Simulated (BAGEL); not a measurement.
# AlH3Se (SMILES [AlH2][SeH]): RI-MP2/cc-pVDZ (density fitting with AutoAux, cc-pvdz-ri for correlation)

Wanted: a structure relaxation of AlH3Se. 

The calculation is run with BAGEL 1.2.2.

4 further runs of the same task are left out: 2 that didn't finish, 2 set aside as unsound or not needed.

**1. The structure to begin with**

AlH3Se has 5 atoms, charge 0, and is taken as a singlet. As SMILES, `[AlH2][SeH]`. The shape is that of a PBE0-D4/def2-TZVP optimisation. The run starts from this shape.

Bond lengths: Al1–Se2 2.314 Å, Al1–H3 1.579 Å, Al1–H4 1.580 Å, Se2–H5 1.469 Å. Angles: Al1–Se2–H5 92.2°, Se2–Al1–H3 116.3°, Se2–Al1–H4 119.2°, H3–Al1–H4 124.5°.

**2. A geometry optimisation at RI-MP2/cc-pVDZ (density fitting with AutoAux, cc-pvdz-ri for correlation)**

File job.json:

```json
{ "bagel" : [

{
  "title" : "molecule",
  "basis" : "cc-pvdz.json",
  "df_basis" : "cc-pvdz-autoaux.json",
  "angstrom" : true,
  "finite_nucleus" : true,
  "geometry" : [
    { "atom" : "Al", "xyz" : [   -0.435200,   -0.530700,    0.166800 ] },
    { "atom" : "Se", "xyz" : [    0.870300,    1.346600,    0.522900 ] },
    { "atom" : "H", "xyz" : [   -1.236800,   -1.072700,    1.415100 ] },
    { "atom" : "H", "xyz" : [   -0.474100,   -1.181000,   -1.272800 ] },
    { "atom" : "H", "xyz" : [    1.325600,    1.364100,   -0.873500 ] }
  ]
},
{
  "title" : "optimize",
  "internal" : false,
  "redundant" : true,
  "maxiter" : 40,
  "method" : [
    {
      "title" : "mp2",
      "ncore" : 14,
      "aux_basis" : "cc-pvdz-ri"
    }
  ]
}

]}
```

The basis set cc-pVDZ is read from a file made from the Basis Set Exchange's data (not shown).

The run is started by

```console
$ BAGEL_NUM_THREADS=1 BAGEL job.json > job.out
```

The log of the run:

```text
* using 1 threads per process

  ===============================================================
  ===============================================================

  *** Geometry ***

  { "atom" : "Al", "xyz" : [     -0.822409,     -1.002878,      0.315206 ] },
  { "atom" : "Se", "xyz" : [      1.644629,      2.544705,      0.988138 ] },
  { "atom" : "H", "xyz" : [     -2.337213,     -2.027109,      2.674151 ] },
  { "atom" : "H", "xyz" : [     -0.895919,     -2.231767,     -2.405243 ] },
  { "atom" : "H", "xyz" : [      2.505021,      2.577775,     -1.650676 ] },

  Number of auxiliary basis functions:      543

  Since a DF basis is specified, we compute 2- and 3-index integrals:
    o Being stored without compression. Storage requirement is 0.016 GB

  Number of basis functions:       60
  Number of electrons      :       50

    * METHOD: MOLECULE                             0.35

    * Use approximate Hessian for optimization

  *** RHF ***

  === Nuclear Repulsion ===
   135.7071602948

      * DIIS with orbital gradients will be used.

  === RHF iteration (cc-pvdz.json) ===
      0      -2643.46599982          0.00622500           0.07
      1      -2643.49247336          0.00195194           0.07
      2      -2643.49494606          0.00046837           0.06
      3      -2643.49505299          0.00008482           0.06
      4      -2643.49505903          0.00002183           0.08
      5      -2643.49505943          0.00000650           0.08
      6      -2643.49505946          0.00000157           0.07
      7      -2643.49505947          0.00000033           0.05
      8      -2643.49505947          0.00000010           0.06
      9      -2643.49505947          0.00000004           0.06
     10      -2643.49505947          0.00000001           0.08
    * SCF iteration converged.

    * Permanent dipole moment:
           (    0.109918,     0.278439,     0.316760) a.u.

  === DF-MP2 calculation ===

    * freezing 14 orbitals
  Number of auxiliary basis functions:      232

  Since a DF basis is specified, we compute 2- and 3-index integrals:
    o Being stored without compression. Storage requirement is 0.007 GB

  Number of basis functions:       60
  Number of electrons      :       50

      MP2 correlation energy:   -0.2025056875

    * Permanent dipole moment: MP2 unrelaxed
           (    0.097218,     0.260051,     0.313012) a.u.

  === Z-vector iteration ===

      0     0.00024254558627           0.02
      1     0.00005759260849           0.02
      2     0.00001445797272           0.02
      3     0.00000368429724           0.02
      4     0.00000093780935           0.02
      5     0.00000027299909           0.02
      6     0.00000004614468           0.02
      7     0.00000000979339           0.02

    * Permanent dipole moment: MP2 relaxed
           (    0.039906,     0.177504,     0.297129) a.u.

  * Nuclear energy gradient

    o Atom   0
        x          0.0025457540
        y          0.0035507572
        z          0.0004897817
    o Atom   1
        x         -0.0030624769
        y         -0.0036321335
        z          0.0009767807
    o Atom   2
        x          0.0000143562
        y          0.0001175083
        z          0.0002627953
    o Atom   3
        x          0.0000922939
        y          0.0000705493
        z         -0.0001905571
    o Atom   4
        x          0.0004100728
        y         -0.0001066812
        z         -0.0015388006

  === Convergence status ===

                         Maximum     Tolerance   Converged?
  * Gradient            0.003632      0.000300           No
  * Displacement        0.003632      0.001200           No
  * Energy change   -2643.697565      0.000001           No

  *** Geometry optimization started ***
     iter         energy               grad rms       time

      1      -2643.69756515          0.00174230        3.34
      2      -2643.69760325          0.00117719        3.19
      3      -2643.69763760          0.00038443        3.03
      4      -2643.69764347          0.00023311        3.12
      5      -2643.69764559          0.00018543        2.85
      6      -2643.69764711          0.00015019        3.11
      7      -2643.69764872          0.00016704        3.21
      8      -2643.69736687          0.00260033        3.20
      9      -2643.69765114          0.00003477        3.35

  *** Geometry ***

  { "atom" : "Al", "xyz" : [     -0.835946,     -1.022158,      0.311957 ] },
  { "atom" : "Se", "xyz" : [      1.650548,      2.553190,      0.989687 ] },
  { "atom" : "H", "xyz" : [     -2.355896,     -2.056075,      2.661124 ] },
  { "atom" : "H", "xyz" : [     -0.903342,     -2.245563,     -2.409615 ] },
  { "atom" : "H", "xyz" : [      2.505853,      2.582710,     -1.643713 ] },

    * METHOD: OPTIMIZE                            28.41

  ===============================================================
```

Wall time 29 s (1 thread of Intel Xeon Platinum 8488C (Sapphire Rapids), shared host); peak memory 0.21 GiB.

The path in brief:

```tsv
step	energy from the first frame kept (eV)	largest force (eV/Å)
0	0.0000	0.2494
1	-0.0010	0.1764
2	-0.0020	0.0403
3	-0.0021	0.0273
4	-0.0022	0.0215
5	-0.0022	0.0200
6	-0.0023	0.0176
7	0.0054	0.3124
8	-0.0023	0.0056
```

After the run. Bond lengths: Al1–Se2 2.332 Å, Al1–H3 1.578 Å, Al1–H4 1.579 Å, Se2–H5 1.465 Å. Angles: Al1–Se2–H5 92.1°, Se2–Al1–H3 116.6°, Se2–Al1–H4 119.0°, H3–Al1–H4 124.4°.

**3. Summary of results**

Level: RI-MP2/cc-pVDZ (density fitting with AutoAux, cc-pvdz-ri for correlation), 14 core orbitals frozen.

```
               quantity           value
total energy at the end  -2643.69765 Eh
```

What this shows: At the final geometry: Bond lengths: Al1–Se2 2.332 Å, Al1–H3 1.578 Å, Al1–H4 1.579 Å, Se2–H5 1.465 Å. Angles: Al1–Se2–H5 92.1°, Se2–Al1–H3 116.6°, Se2–Al1–H4 119.0°, H3–Al1–H4 124.4°. The optimisation took 9 steps and changed the energy by -0.002 eV.
